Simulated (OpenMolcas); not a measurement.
# W⁴⁺ with 6 ligands (water): CASSCF and CASPT2 levels and susceptibility

Aim: the ligand-field states of W⁴⁺ in this surrounding, its lowest levels with spin-orbit coupling and its magnetic susceptibility.

Program: OpenMolcas 26.06. Level of theory: state-averaged CASSCF and CASPT2, spin-orbit coupling by RASSI with atomic mean-field integrals. These are calculated values, not measurements, unless marked.

### 1 Starting point

- Species: W⁴⁺ (tungsten, Z = 74, 70 electrons)
- Basis: ANO-RCC-VDZP [7s6p4d2f1g], 192 functions with the ligands
- Scalar Hamiltonian: DKH2, point nucleus
- Inactive shells: 1s 2s 2p 3s 3p 3d 4s 4p 4d 4f 5s 5p of the metal, and all ligand shells
- Active space: 2 electrons in 5 orbitals (5d)
- Some configurations of this space: 5d²
- Orbitals: optimised for each spin and parity, averaged over all roots

The outer shells:

5d2
```
5d [↑ ][↑ ][  ][  ][  ]
```

W⁴⁺ is taken with 6 ligands (water, fluoride on the axis) in tetragonal octahedron coordination (D2h) at 2.02 Å, the axial distance 1.850 Å. Ligand basis ANO-RCC-VDZP. The distances are assumed, not relaxed.

```xyz
15

W     0.0000    0.0000    0.0000
O     2.0200    0.0000    0.0000
H     2.5970    0.7797    0.0000
H     2.5970   -0.7797    0.0000
O     0.0000    2.0200    0.0000
H     0.0000    2.5970    0.7797
H     0.0000    2.5970   -0.7797
O    -2.0200    0.0000    0.0000
H    -2.5970    0.7797    0.0000
H    -2.5970   -0.7797    0.0000
O     0.0000   -2.0200    0.0000
H     0.0000   -2.5970    0.7797
H     0.0000   -2.5970   -0.7797
F     0.0000    0.0000    1.8503
F     0.0000    0.0000   -1.8503
```

Each step is its own input file, run in one work folder so that later steps find the files of earlier ones. Labels, J, g values, rates, χT and fits are worked out afterwards by a script from the matrices that RASSI stores.

### 2 GATEWAY and SEWARD: basis and integrals

a.inp reads:

```
&GATEWAY
Coord
15

W 0.0 0.0 0.0
O 2.020000 0.000000 0.000000
H 2.596978 0.779741 0.000000
H 2.596978 -0.779741 0.000000
O 0.000000 2.020000 0.000000
H 0.000000 2.596978 0.779741
H 0.000000 2.596978 -0.779741
O -2.020000 0.000000 0.000000
H -2.596978 0.779741 0.000000
H -2.596978 -0.779741 0.000000
O 0.000000 -2.020000 0.000000
H 0.000000 -2.596978 0.779741
H 0.000000 -2.596978 -0.779741
F 0.000000 0.000000 1.850320
F 0.000000 0.000000 -1.850320
Basis=W.ANO-RCC-VDZP,F.ANO-RCC-VDZP,H.ANO-RCC-VDZP,O.ANO-RCC-VDZP
Group=XYZ
NoMove
AngMom=0.0 0.0 0.0
AMFI
RICD
&SEWARD
```

Command:

```
OMP_NUM_THREADS=1 MOLCAS_MEM=2457 MOLCAS_PROJECT=a pymolcas a.inp > a.log
```

### 3 CASSCF: triplets of even parity, 10 roots

a.inp reads:

```
&RASSCF
FileOrb=start.orb
Symmetry=1
Spin=3
nActEl=2 0 0
Inactive=30 34
Ras2=5 0
CIRoot=10 10 1
SDav=10
CIMx=300
Iter=150 100
PrWF=0.3
OrbListing=Nothing
MaxOrb=0
LevShft=1.0
>>> COPY $Project.JobIph JOB001
```

start.orb holds start orbitals that the driver prepared beforehand, or those of the step before.

### 4 Reference wave functions, singlets of even parity, 15 roots

a.inp reads:

```
&RASSCF
FileOrb=start.orb
Symmetry=1
Spin=1
nActEl=2 0 0
Inactive=30 34
Ras2=5 0
CIRoot=15 15 1
SDav=15
CIMx=300
Iter=150 100
PrWF=0.3
OrbListing=Nothing
MaxOrb=0
LevShft=1.0
>>> COPY $Project.JobIph JOB002
```

### 5 RASSI: spin-orbit coupling between the states

a.inp reads:

```
&RASSI
NrOfJobIphs=2 10 15
1 2 3 4 5 6 7 8 9 10
1 2 3 4 5 6 7 8 9 10 11 12 13 14 15
IphNames
JOB001
JOB002
EJob
SpinOrbit
DIPRint=1.0
SOCoupling=1000.0
Subsets=2
Property=9
'ANGMOM' 1 'ANGMOM' 2 'ANGMOM' 3 'MLTPL  1' 1 'MLTPL  1' 2 'MLTPL  1' 3
'AMFI' 1 'AMFI' 2 'AMFI' 3
SOProperty=3
'ANGMOM' 1 'ANGMOM' 2 'ANGMOM' 3
```

### 6 CASPT2: IPEA 0.25, imaginary shift 0.1 (32 orbitals frozen, the lowest in energy)

a.inp reads:

```
>>> COPY JOB001 $Project.JobIph
&CASPT2
Multistate=10 1 2 3 4 5 6 7 8 9 10
NoMult
Frozen=17 15
IPEA=0.25
Imaginary=0.1
MaxIter=60
WThr=0.0 0.3 0.05
PrWF=0.5
NoMix
>>> COPY JOB002 $Project.JobIph
&CASPT2
Multistate=15 1 2 3 4 5 6 7 8 9 10 11 12 13 14 15
NoMult
Frozen=17 15
IPEA=0.25
Imaginary=0.1
MaxIter=60
WThr=0.0 0.3 0.05
PrWF=0.5
NoMix
```

(Steps that only read results are left out.)

What does the calculation give? Wanted: spin-free ground state; first state of the same spin within the active space; lowest level; next level.

The runs gave:

```
                                            quantity                                                                                 value
                                              method  SS-CASPT2, IPEA 0.25, imaginary shift 0.1 (32 orbitals frozen, the lowest in energy)
                              spin-free ground state                                                   triplet, 1-fold in its orbital part
first state of the same spin within the active space                                                                  triplet at 4040 cm⁻¹
                                        lowest level                                                                                1-fold
                                          next level                                                                            843.2 cm⁻¹
                                         χT at 300 K                                                                        0.16 cm³ K/mol
                           effective moment at 300 K                                                                               1.14 μB
```

Cost by method:

```tsv
method	time of its own steps	time with the reference
A. CASSCF	51 s	51 s
B. SS-CASPT2, IPEA 0.25, imaginary shift 0.1 (32 orbitals frozen, the lowest in energy)	3 min	3.9 min
```

Times are of one thread on a shared host.

In words: The spin-free ground state (triplet) is 1-fold and keeps the highest spin of the shell. χT at 300 K is 0.16, against 1.00 cm³ K/mol for the spin alone, so spin-orbit coupling lowers it. The frozen orbitals are chosen by energy, so an outer shell of the metal can be frozen while a deeper shell elsewhere is correlated. The bonds are covalent and no ligand orbital is active, so the numbers are rough.
